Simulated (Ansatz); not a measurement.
# ScV3 at fixed geometry

The system is ScV3, a borrowed structure type, volume estimated. Wanted, at the geometry given: whether it is a metal or has a gap, how the charge is shared and how far the cell is from equilibrium.

Program: Ansatz 0.2.0. Level of theory: DFT, PBE, no spin polarisation, plane waves, PAW. These are calculated values, not measurements.

## Step 1: The structure

It takes space group P6_3/mmc (No. 194, hexagonal). Conventional cell: a = 5.482 Å, b = 5.482 Å, c = 4.203 Å, α = 90.00°, β = 90.00°, γ = 120.00°. Around Sc (site symmetry -6m2) lie 12 V at 2.63 to 2.74 Å. V (site symmetry mm2) is surrounded by 4 Sc at 2.63 to 2.74 Å and 8 V at 2.63 to 2.75 Å.

As a file:

```
CELL_PARAMETERS angstrom
2.74103 4.74760 0.00000
-2.74103 4.74760 0.00000
0.00000 0.00000 4.20291
ATOMIC_POSITIONS crystal
Sc 0.33330 0.33340 0.25000
Sc 0.66660 0.66670 0.75000
V 0.83300 0.83300 0.25000
V 0.16700 0.66600 0.75000
V 0.33400 0.83300 0.25000
V 0.16700 0.16700 0.75000
V 0.83300 0.33400 0.25000
V 0.66600 0.16700 0.75000
```

Its first density is an earlier solution for the same cell, read from a checkpoint.

## Step 2: The calculation

Contents of input.yaml:

```yaml
crystal:
  lattice:
    - [2.741026, 4.747596, 0.0]
    - [-2.741026, 4.747596, 0.0]
    - [0.0, 0.0, 4.202907]
  atoms:
    - { symbol: Sc, position: [0.3333, 0.3334, 0.25] }
    - { symbol: Sc, position: [0.6666, 0.6667, 0.75] }
    - { symbol: V, position: [0.833, 0.833, 0.25] }
    - { symbol: V, position: [0.167, 0.666, 0.75] }
    - { symbol: V, position: [0.334, 0.833, 0.25] }
    - { symbol: V, position: [0.167, 0.167, 0.75] }
    - { symbol: V, position: [0.833, 0.334, 0.25] }
    - { symbol: V, position: [0.666, 0.167, 0.75] }
  symmetry: { tolerance: 0.0003 }
kpoints:
  mp_grid: { grid: [7, 7, 8], shift: [0, 0, 0] }
  band_path:
    path:
      - [0.0, 0.0, 0.0]
      - [0.5, -2.0e-08, 0.0]
      - [0.66666665, 0.33333331, 0.0]
      - [0.0, 0.0, 0.0]
      - [0.0, 0.0, 0.5]
      - [0.5, -2.0e-08, 0.5]
      - [0.66666665, 0.33333331, 0.5]
      - [0.0, 0.0, 0.5]
      - [0.5, -2.0e-08, 0.5]
      - [0.5, -2.0e-08, 0.0]
      - [0.66666665, 0.33333331, 0.5]
    npoints: 7
magnetization:
  spin_polarized: false
scf:
  occupations: { method: fermi_dirac }
  lower_state_search: "off"
  max_iter: 200
hamiltonian:
  pseudopotentials: { kind: paw }
  xc: pbe
basis:
  ecutwfc: 420
  fft_grid_basis: typed
output:
  forces: true
  stress: true
  eigenvalues: true
  bader: true
  populations: true
  elf: true
  write_potential: true
  volumetric_format: npy
  dos:
    e_range: [-12, 8]
    de: 0.05
    projected: { site_lists: { Sc: [Sc], V: [V] } }
  write_density: true
checkpoint:
  read: saved_state
```

On the command line:

```console
$ ansatz run input.yaml --threads 1 --pin off --max-ram 2560MiB --backend cpu --events-out ev --progress --plain --runs-dir out
```

What it wrote:

```text
Warning: the atoms were moved onto the symmetric positions of the space group found under crystal.symmetry.tolerance 3.0e-4 (fractional; no operation is sought that the atoms, as they stand in a round, miss by more than twice it, and no atom is moved by as much as it), and the run uses the moved positions. Before a round's move an operation carried an atom to 4.80e-4 Å from where it should land, the largest such distance. Atom 0 (counting from 0) moved farthest, by 3.17e-4 Å; the longest move in fractions of the cell, of whichever atom, is 0.24 of the tolerance, in 1 round. To run the atoms as typed, lower crystal.symmetry.tolerance until the operations that they miss are no longer found, or set crystal.symmetry.detect: false (a key that needs symmetry detection or time reversal refuses this as the deck is read). The positions used, in the order of the run's atom list: position: [0.3333333333333333, 0.33333333333333337, 0.25]; position: [0.6666666666666666, 0.6666666666666667, 0.75]; position: [0.833, 0.833, 0.25]; position: [0.167, 0.666, 0.75]; position: [0.33399999999999996, 0.833, 0.25]; position: [0.167, 0.16700000000000004, 0.75]; position: [0.833, 0.334, 0.25]; position: [0.6659999999999999, 0.16700000000000004, 0.75]; The lattice was moved too: crystal.lattice keeps the space group found at crystal.symmetry.tolerance 3.0e-4 only nearly: the operation that it misses by the most changes a squared length by the fraction 1.08e-7. The run uses the lattice that is a stretch of the typed one, with no rotation, onto the one that keeps every operation to a double's rounding (on a very oblique basis the stretch itself rounds by more); the deck's lattice vector that moved farthest moved by 1.71e-7 Å. To run the lattice as typed, set crystal.symmetry.tolerance under 1.08e-7, the least fraction by which an operation that the lattice misses changes a squared length (the same key also sets how far an atom may lie from its image, so lowering it can lose operations that the atoms keep only within it), or set crystal.symmetry.detect: false, as for the atoms. crystal.lattice made exact, in Å and degrees: [[2.7410259143017965, 4.747596148433647, 0.0], [-2.7410259143017965, 4.747596148433647, 0.0], [0.0, 0.0, 4.202907]]. Pasted over the deck's crystal.lattice, beside positions in fractional coordinates, it runs the same cell (given as lengths and angles, that cell in the form's own orientation, a rigid turn of the misfit's size from the one run here, for which a checkpoint.post_process_only pass over this run's state can be refused: where this run relaxes nothing, give such a pass this deck's own crystal.lattice, as typed; behind a relaxation, as crystal.lattice, the state's own cell, identity.cell in its checkpoint.json), and a matrix so pasted ends this notice, except on a very skew basis of the lattice, where the rounding of the pasted numbers themselves can read as a misfit: the cell is then moved again, and that move is told again. The lattice as run is in this notice's lattice.as_run_ang field (Run.prep()["deck_notices"] in Python, the deck_notice line of an events file, deck_notices of ansatz run --dry-run=json, or deck_notices in record.json in the deck's checkpoint.write directory).
Warning: checkpoint.read: basis.xc_grid differs: saved 1, current 2 (points along each axis for each point of the dense box; where the key is left out runs that use forces, runs that use the stress, dielectric runs by a finite field, finite-displacement phonons, runs of phonons.displacement_patterns under a GGA or a meta-GGA, phonons by method: dfpt, dielectric runs by the response, runs on support functions, runs on PAW files under a meta-GGA or a hybrid on one, runs at kind: all_electron or under a hybrid on a GGA, runs under a text's formulas of a gradient, and runs on PAW files that evaluate rPW86 or Becke's exchange or LYP's correlation can take a finer level, which can go by the root key accuracy; a number is taken as typed: the saved number, typed, holds this deck to the state's level, where the deck is accepted there); the SCF iterates at this deck's level from the saved density; a trajectory continued from that state goes on on another energy surface; basis.xc_grid: 1, typed and accepted, keeps it on the saved one
Warning: RAYON_NUM_THREADS=1 ignored (pool sized by the plan → 1); use --threads N
Engine: ansatz 0.2.0, aarch64-unknown-linux-gnu
Pseudopotentials: kind: paw
Pseudopotential: Sc, paw, valence charge 11, recommended cutoff 420 eV (normal), Sc.paw.azcp
Pseudopotential: V, paw, valence charge 13, recommended cutoff 420 eV (normal), V.paw.azcp
Functional definition: PBE
  parameter kappa = 0.804
  parameter beta = 0.06672455060314922
  exchange = pbe_x(kappa = kappa, mu = beta*pi^2/3)
  correlation = pbe_c(beta = beta)
Crystal: 8 atoms, lattice volume = 109.387 Å³
Basis set: ecut = 420 eV, 2133 PW (Γ), exchange–correlation on 80×80×60 points (8 copies of the dense FFT grid, shifted against one another)
Bands: 60, of which v1, the nominal top of the filled ones, is band 50 counted from 1 (49 counted from 0)
Symmetry: 24 space group operations
Space group: P63/mmc (ITA 194), of the structure as read, at distance tolerance 1.4e-3 Å
k-points: 40 of 392
Non-local potential: Sc, projectors of the file, l = 0: 3, l = 1: 2, l = 2: 3, l = 3: 1
Non-local potential: V, projectors of the file, l = 0: 3, l = 1: 2, l = 2: 3, l = 3: 1
PAW form: soft (Blöchl's): semilocal exchange-correlation on the pseudo side does not see the compensation charge
PAW one-centre angular grid: Sc, 590 points (default); XC on 64 Gauss nodes
PAW one-centre angular grid: V, 590 points (default); XC on 64 Gauss nodes
Initial density: read from a saved state, or passed on in memory by an earlier SCF of this step, an earlier step, the calling program or the single point that the run made first
Initial wavefunctions: pseudopotential atomic-orbital guess
Functional: x = pbe(κ = 0.804, μ = 0.2195149727645171), c = pbe(β = 0.06672455060314922)
iter 1 solved again at ethr=2.47e-6 eV; its pass at ethr=3.10e-3 eV (dr2=2.47e-3 eV) is discarded
SCF iter   1: F=—  HF=-21741.686920 eV  |F-HF|=—  |Δ(HF+E_count)|=         —  Δρ=1.12e-3  dr2=1.06e-3  ethr=2.47e-6  ⟨swp⟩=2.8  Hψ=11977  notcnv=0
preconditioner: auto → Kerker (q_TF=auto, 2.688 Å⁻¹)  [metal: Δε(μ)=0.004 eV  Ē_g=2.653 eV  σ=0.100 eV  W_gap=0.01  n_scr=32 (ndim 8)  ℏωp=21.3 eV  f_vac=0.000  D(μ)=12.45/eV (n_scr^D=150)]
SCF iter   2: F=—  HF=-21741.686858 eV  |F-HF|=—  |Δ(HF+E_count)|=   6.19e-5  Δρ=5.17e-4  dr2=3.03e-4  ethr=1.06e-6  ⟨swp⟩=2.4  Hψ=3128  notcnv=0
SCF iter   3: F=—  HF=-21741.686855 eV  |F-HF|=—  |Δ(HF+E_count)|=   2.92e-6  Δρ=1.14e-4  dr2=1.80e-5  ethr=3.03e-7  ⟨swp⟩=2.0  Hψ=3106  notcnv=0
SCF iter   4: F=—  HF=-21741.686889 eV  |F-HF|=—  |Δ(HF+E_count)|=   3.36e-5  Δρ=3.13e-5  dr2=1.19e-6  ethr=1.80e-8  ⟨swp⟩=2.0  Hψ=3133  notcnv=0
iter 5 did not close the SCF: its close was put off for the readings that it lacked (scf_convergence_deferred on its scf_iter line)
SCF iter   5: F=-21741.686889 eV  HF=-21741.686889 eV  |F-HF|=2.55e-8  |Δ(HF+E_count)|=   1.93e-7  Δρ=8.95e-6  dr2=6.48e-8  ethr=1.19e-9  ⟨swp⟩=2.1  Hψ=3166  notcnv=0
SCF iter   6: F=-21741.686889 eV  HF=-21741.686889 eV  |F-HF|=9.86e-10  |Δ(HF+E_count)|=   5.03e-9  Δρ=1.78e-6  dr2=2.88e-9  ethr=6.48e-11  ⟨swp⟩=5.5  Hψ=13179  notcnv=0
the search or the solves at the SCF's close seem to have found levels that the self-consistency loop had missed (the run counts 1). By its estimate they hold 2.31e-10 electrons. The energies and the density leave them out; if the run goes on with those levels, later outputs use occupations computed again with them
SCF 1 converged in 6 iterations: F = -21741.686889 eV  dr2 = 2.88e-9
NSCF: frozen V_eff on 71 k-points
SCF converged after 6 iterations
Free energy (F): -21741.686889 eV
Harris-Foulkes:  -21741.686889 eV  (|F-HF|=9.86e-10)
Internal energy: -21741.281607 eV  (E = F + TS)
E sigma→0 (E₀):  -21741.484248 eV
Entropy (-TS):   -0.405282 eV (-50.660 meV/atom)
Fermi energy:    17.072710 eV
--- Per-component energies (eV) ---
  E_band       = -1000.822587
  E_kinetic    = 2567.584062
  E_local      = -6679.291253  (includes V_loc(G=0)·N_el)
  E_nonlocal   = -93.918338
  E_hartree    = 2948.051504
  E_xc         = -998.904232
  E_vxc        = -1260.934008  (∫ρ·V_xc dr)
  E_paw        = -8595.067638  (= ΣΔE_a)
  E_vpaw       = -1430.368342  (= ΣTr[D̂ρ^β])
  E_aug_tail   = 0.001603  (compensation charges beyond the density's cutoff)
  E_ewald      = -10889.737314
  E_smearing   = -0.405282  (= −TS)
  E_closure    = -0.000000  (closes the sum)
  Σ components = -21741.686889   (vs F -21741.686889, Δ=0.00e0)
--- Forces (eV/Å), atoms counted from 1 ---
  atom   1  Sc     0.00000000     0.00000000    -0.00000000
  atom   2  Sc    -0.00000000     0.00000000     0.00000000
  atom   3  V     -0.00000000     1.54456559     0.00000000
  atom   4  V     -1.33763304     0.77228279     0.00000000
  atom   5  V     -1.33763304    -0.77228279    -0.00000000
  atom   6  V      0.00000000    -1.54456559    -0.00000000
  atom   7  V      1.33763304    -0.77228279    -0.00000000
  atom   8  V      1.33763304     0.77228279     0.00000000
  max |Σ_I F_I| component: 8.88e-16 eV/Å
--- Stress (GPa, compression-positive) ---
       23.396461       0.000000      -0.000000
       -0.000000      23.396461       0.000000
       -0.000000       0.000000      27.465050
  P = ⅓ Tr σ = 24.7527 GPa (247.527 kbar)
--- Band table (eV; the first three rows and the last of 40) ---
  k-point 0: bands = ["-46.8670", "-46.7584", "-46.7584", "-46.7187", "-46.6870", "-46.6870", "-31.0281", "-31.0216", "-21.0353", "-21.0114", "-20.8556", "-20.8075", "-20.8075", "-20.7654", "-20.7654", "-20.7510", "-20.7510", "-20.6295", "-20.4501", "-20.4501", "-20.4391", "-20.4391", "-20.4174", "-20.4174", "-20.3699", "-20.3490", "-9.8884", "-9.8565", "-9.8032", "-9.8032", "-9.7676", "-9.7676", "10.3832", "13.6447", "14.0291", "14.0291", "14.0512", "14.2144", "14.2144", "14.5336", "14.5436", "14.5436", "14.5850", "16.3435", "16.5645", "16.5645", "16.6770", "16.9564", "16.9564", "17.3516", "17.3516", "17.6744", "18.0566", "18.0566", "18.0775", "18.0775", "18.0857", "18.1720", "18.1720", "18.3823"]
  k-point 1: bands = ["-46.8614", "-46.7557", "-46.7557", "-46.7244", "-46.6897", "-46.6897", "-31.0282", "-31.0223", "-21.0357", "-21.0014", "-20.8727", "-20.8727", "-20.8471", "-20.7751", "-20.7751", "-20.6845", "-20.6845", "-20.6198", "-20.4601", "-20.4601", "-20.4398", "-20.4398", "-20.3984", "-20.3984", "-20.3800", "-20.3665", "-9.8890", "-9.8607", "-9.8007", "-9.8007", "-9.7675", "-9.7675", "10.5515", "13.6185", "13.8675", "13.8675", "14.0796", "14.0796", "14.1112", "14.1754", "15.0549", "15.0549", "15.1055", "16.0373", "16.1258", "16.1258", "16.7802", "17.2016", "17.2016", "17.2880", "17.2880", "17.8455", "17.9591", "17.9591", "18.0491", "18.0491", "18.2096", "18.4613", "18.4613", "18.4879"]
  k-point 2: bands = ["-46.8453", "-46.7480", "-46.7480", "-46.7405", "-46.6974", "-46.6974", "-31.0283", "-31.0238", "-21.0350", "-20.9908", "-20.9282", "-20.9282", "-20.8316", "-20.8316", "-20.8052", "-20.5921", "-20.5849", "-20.5849", "-20.4666", "-20.4666", "-20.4414", "-20.4414", "-20.4186", "-20.4086", "-20.3782", "-20.3782", "-9.8904", "-9.8710", "-9.7940", "-9.7940", "-9.7680", "-9.7680", "11.0342", "13.5041", "13.6110", "13.6110", "13.9963", "14.1540", "14.1540", "14.2275", "15.6051", "15.6187", "15.6187", "15.6396", "15.7031", "15.7031", "17.0835", "17.2340", "17.2340", "17.5366", "17.5366", "17.6644", "17.7332", "17.7938", "17.7938", "17.8459", "17.8459", "18.7673", "18.8329", "18.8899"]
  k-point 39: bands = ["-46.7645", "-46.7645", "-46.7512", "-46.7512", "-46.7227", "-46.7227", "-31.0294", "-31.0294", "-20.9013", "-20.9013", "-20.8885", "-20.8885", "-20.8385", "-20.8385", "-20.6870", "-20.6870", "-20.6138", "-20.6138", "-20.5296", "-20.5296", "-20.5004", "-20.5004", "-20.4091", "-20.4091", "-20.3843", "-20.3843", "-9.8959", "-9.8959", "-9.7976", "-9.7976", "-9.7902", "-9.7902", "13.7705", "13.7705", "14.1045", "14.1045", "14.3114", "14.3114", "15.1002", "15.1002", "15.7190", "15.7190", "15.7984", "15.7984", "16.0314", "16.0314", "16.3262", "16.3262", "16.6772", "16.6772", "16.8644", "16.8644", "16.9894", "16.9894", "17.1628", "17.1628", "18.0163", "18.0163", "18.2626", "18.2626"]
--- Löwdin populations: 8 sites ---
  site symbol       q [e]
     0     Sc     11.0705
     1     Sc     11.0705
     2      V     12.8377
     3      V     12.8377
     4      V     12.8377
     5      V     12.8377
     6      V     12.8377
     7      V     12.8377
  spilling = 0.008326 (of n_electrons = 100.000000)
--- Bader charges: 8 sites ---
  site symbol  charge [e]  shift [e]
     0     Sc      0.9801     0.0000
     1     Sc      0.9801     0.0000
     2      V     -0.3267     0.0000
     3      V     -0.3267     0.0000
     4      V     -0.3267     0.0000
     5      V     -0.3268     0.0000
     6      V     -0.3267     0.0000
     7      V     -0.3267     0.0000
  estimated error of the sums over rays = 5.2e-4 e
```

It took 81 s on 1 thread of Arm Neoverse V2, shared host; peak memory 0.57 GiB.

## Step 3: Forces and stress

The largest forces, with each atom's nearest neighbour:

| atom | force (eV/Å) | nearest | distance (Å) | direction |
| --- | --- | --- | --- | --- |
| V6 | 1.545 | Sc1 | 2.63 | (others are as near) |
| V7 | 1.545 | Sc2 | 2.63 | (others are as near) |
| V5 | 1.545 | Sc2 | 2.63 | (others are as near) |
| V8 | 1.545 | Sc1 | 2.63 | (others are as near) |
| V4 | 1.545 | Sc1 | 2.63 | (others are as near) |
| V3 | 1.545 | Sc2 | 2.63 | (others are as near) |

Diagonalising the stress gives 23.40, 23.40, 27.47 GPa, so P = 24.75 GPa (positive in compression).

## Step 4: Band structure

bands.tsv at the labelled points (eV, zero at the Fermi level):

| point | band 52 | band 53 | band 54 | band 55 | band 56 | band 57 |
| --- | --- | --- | --- | --- | --- | --- |
| Γ | 0.60 | 0.98 | 0.98 | 1.00 | 1.00 | 1.01 |
| M | 0.52 | 0.57 | 0.57 | 0.65 | 0.81 | 0.87 |
| K | 0.04 | 0.40 | 0.61 | 0.61 | 0.71 | 0.98 |
| Γ | 0.60 | 0.98 | 0.98 | 1.00 | 1.00 | 1.01 |
| A | 0.24 | 1.12 | 1.12 | 1.62 | 1.62 | 1.62 |
| L | -0.31 | 0.23 | 0.23 | 0.36 | 0.36 | 0.86 |
| H | -0.22 | -0.14 | -0.14 | 0.02 | 0.02 | 0.94 |
| A | 0.24 | 1.12 | 1.12 | 1.62 | 1.62 | 1.62 |
| L | -0.31 | 0.23 | 0.23 | 0.36 | 0.36 | 0.86 |
| M | 0.52 | 0.57 | 0.57 | 0.65 | 0.81 | 0.87 |
| H | -0.22 | -0.14 | -0.14 | 0.02 | 0.02 | 0.94 |

The same bands between the corners:

```
distance (1/Å)  band 54  band 55
          0.00     0.98     1.00
          0.28     0.81     0.82
          0.57     0.61     0.65
          0.77     0.53     0.72
          0.93     0.57     0.68
          1.15     0.59     0.67
          1.48     0.75     0.80
          1.81     0.98     1.00
          2.13     0.76     0.82
          2.45     1.22     1.22
          2.74     0.81     1.20
          3.03     0.37     0.57
          3.27     0.21     0.33
          3.44     0.03     0.13
          3.60    -0.14     0.02
          3.93     0.27     0.49
          4.25     1.01     1.46
          4.55     0.81     1.20
          4.84     0.37     0.57
          5.13     0.28     0.44
          5.45     0.38     0.49
          5.77     0.57     0.65
          6.13     0.45     0.49
          6.49     0.01     0.13
```

## Step 5: Total and projected density of states

Counts of states in windows (eV from the Fermi level; tetrahedra), total and projected:

| from | to | total | Sc d | V s | V d |
| --- | --- | --- | --- | --- | --- |
| -7.0 | -6.0 | 0.17 | 0.00 | 0.12 | 0.00 |
| -6.0 | -5.0 | 0.71 | 0.01 | 0.48 | 0.02 |
| -5.0 | -4.0 | 1.23 | 0.05 | 0.77 | 0.11 |
| -4.0 | -3.0 | 4.27 | 0.65 | 1.41 | 1.74 |
| -3.0 | -2.0 | 9.98 | 1.62 | 0.85 | 6.84 |
| -2.0 | -1.0 | 10.50 | 1.24 | 0.43 | 8.16 |
| -1.0 | 0.0 | 8.73 | 0.91 | 0.30 | 7.06 |

The bands computed are complete only to about 0.9 eV above the Fermi level.

## Step 6: Atomic charges

Gathered by element (positive charge: electrons given up): Löwdin charges also hold the electrons that the projection spills.

| element | atoms | Bader charge (e) | Bader volume (Å³) | Löwdin charge (e) |
| --- | --- | --- | --- | --- |
| Sc | 2 | +0.98 | 10.4 | -0.07 |
| V | 6 | -0.33 | 14.8 | +0.16 |

Löwdin charges rest on a small set of atomic orbitals that misses 0.8 % of the electrons, so they need not add up to the cell's charge and can differ from Bader's even in sign.

## Step 7: Fields in real space

Maps in the plane spanned by a and b at height 0.250 along c (axes of the input's cell), one cell: a runs left to right (17 points from zero), b bottom to top (17 points), 60° apart. Near the nuclei they are pseudo-fields.

Valence density. Ten steps from '0' (0.19 e/Å³) to '9' (16.30 e/Å³), finer at the low end (step k begins (100^(k/10) - 1)/99 of the way up):
```
00147762000267741
10148996200269984
20027998510158997
41014798621126897
31001366521112566
10000012211111122
00000000000111000
00012100000122100
00145541000256520
00147774100268862
10047887400169996
30015787510037997
41002577520014787
21000144410001244
10000001100000011
00011000000011000
00124310000134210
```

ELF. Ten even steps from '0' (0.10) to '9' (0.76):
```
11048961030179840
02049998122189994
12218989513159898
31513999714417999
21661268514841587
01464101114884111
00111100023444320
20012100232111123
20069960020157510
00089698000189981
00069009600069896
21119606911129999
31412999921413898
11661168611661144
02564100001465200
12211100000111221
31013200220023101
```

Atoms within 0.2 Å of the plane, in fractions of a and b: Sc at (0.33, 0.33), V at (0.83, 0.83), V at (0.33, 0.83), V at (0.83, 0.33).

Scans along the contacts give these minima of the density:

| contact | length (Å) | minimum at (fraction) | density (e/Å³) | ELF |
| --- | --- | --- | --- | --- |
| Sc1–V4 | 2.629 | 0.50 | 0.231 | 0.12 |
| V3–V4 | 2.633 | 0.50 | 0.304 | 0.28 |

```
fraction  Sc1–V4  V3–V4
     0.2    4.23   5.22
     0.3    1.22   1.18
     0.4   0.327  0.387
     0.5   0.231  0.304
     0.6   0.321  0.387
     0.7    1.11   1.18
     0.8    5.19   5.22
```

(Smooth valence density in e/Å³ at fractions of each contact.)

## Step 8: Outcome

```
                                                 quantity                value
                                            largest force      1.545 eV/Å on V
                                                 pressure             24.8 GPa
           formation energy (elements from separate runs)         0.58 eV/atom
                                                character                metal
density of states, mean within 0.25 eV of the Fermi level   13 per eV per cell
                                            Bader charges  Sc +0.98, V -0.33 e
```

**Reading.** It is a metal; within 0.25 eV of the Fermi level the density of states averages 13 per eV per cell, mostly V d (80 %) and Sc d (12 %). Sc loses most charge (+0.98 e on average) and V gains most (-0.33 e). At 24.8 GPa the cell is compressed and would expand, and unequal principal stresses would change its shape. V feels the largest force, 1.54 eV/Å, so the positions are not relaxed.

Caveats: no spin polarisation, so a magnetic state may lie lower.
